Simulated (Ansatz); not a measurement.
# ClFGe₂H₄O: basis-set convergence

An exercise on one series of results from a longer session: the logs are not shown, and one member is left open.

Computed with Ansatz 0.2.0, Gaussian basis. Level: one geometry, several basis sets.

Levels to be run: PBE0-D4/def2-SVP; ωB97M-V/def2-SVP; PBE0-D4/def2-QZVPP; ωB97M-V/def2-QZVPP; the functionals' def2-TZVPP values are taken from earlier runs.

## Structure used throughout

All runs share one geometry, relaxed beforehand with PBE0-D4 in a triple-zeta def2 set.

SMILES `[OH][Ge]([F])([Cl])[GeH3]`, 9 atoms, charge 0, spin multiplicity 1.

Atoms are counted from 1 here; the program's logs count them from 0.

Bond lengths: O1–Ge2 1.756 Å, O1–H6 0.962 Å, Ge2–F3 1.736 Å, Ge2–Cl4 2.149 Å, Ge2–Ge5 2.418 Å, Ge5–H7 1.531 Å, Ge5–H8 1.531 Å, Ge5–H9 1.530 Å. Angles: Ge2–O1–H6 113.4°, O1–Ge2–F3 107.0°, O1–Ge2–Cl4 108.9°, O1–Ge2–Ge5 111.3°, F3–Ge2–Cl4 103.5°, F3–Ge2–Ge5 111.4°, Cl4–Ge2–Ge5 114.2°, Ge2–Ge5–H7 107.6°, Ge2–Ge5–H8 108.2°, Ge2–Ge5–H9 107.3°, H7–Ge5–H8 111.3°, H7–Ge5–H9 111.0°, H8–Ge5–H9 111.2°.

The first run:

The input, in.yaml:

```yaml
crystal:
  periodic: [false, false, false]
  atoms:
    - {symbol: O, position_ang: [-1.319047, 1.330636, 0.861607]}
    - {symbol: Ge, position_ang: [-0.301247, -0.097185, 0.761111]}
    - {symbol: F, position_ang: [0.785638, -0.042056, 2.113751]}
    - {symbol: Cl, position_ang: [-1.501339, -1.836736, 1.150439]}
    - {symbol: Ge, position_ang: [0.901651, -0.173081, -1.334842]}
    - {symbol: H, position_ang: [-1.874435, 1.350272, 1.646674]}
    - {symbol: H, position_ang: [-0.132008, -0.271174, -2.459315]}
    - {symbol: H, position_ang: [1.732402, 1.106881, -1.455021]}
    - {symbol: H, position_ang: [1.796883, -1.413756, -1.301602]}
basis:
  gaussian: {orbitals: def2-SVP}
hamiltonian: {xc: pbe0, dispersion: d4}
output: {orbitals: {seedname: orbitals}}
```

Command:

```bash
$ ansatz run in.yaml --threads 2 --pin off --events-out ev --progress --plain --max-ram 32768MiB --backend cpu
```

Among the steps run: PBE0-D4 in def2-SVP; ωB97M-V in def2-SVP; PBE0-D4 in def2-QZVPP; ωB97M-V in def2-QZVPP.

One of the session's tables, all rows but one given; the rest of the session is left out.

It belongs to the step «Density functionals: the series». 

```
functional       basis  HOMO (eV)
   PBE0-D4    def2-SVP          ?
   PBE0-D4  def2-TZVPP      -8.87
   PBE0-D4  def2-QZVPP      -8.90
   ωB97M-V    def2-SVP     -10.79
   ωB97M-V  def2-TZVPP     -10.94
   ωB97M-V  def2-QZVPP     -10.98
```

Q: Estimate the row for PBE0-D4, def2-SVP from the others.

**Answer.** HOMO (eV): -8.75. In the column «HOMO (eV)» it is the highest.
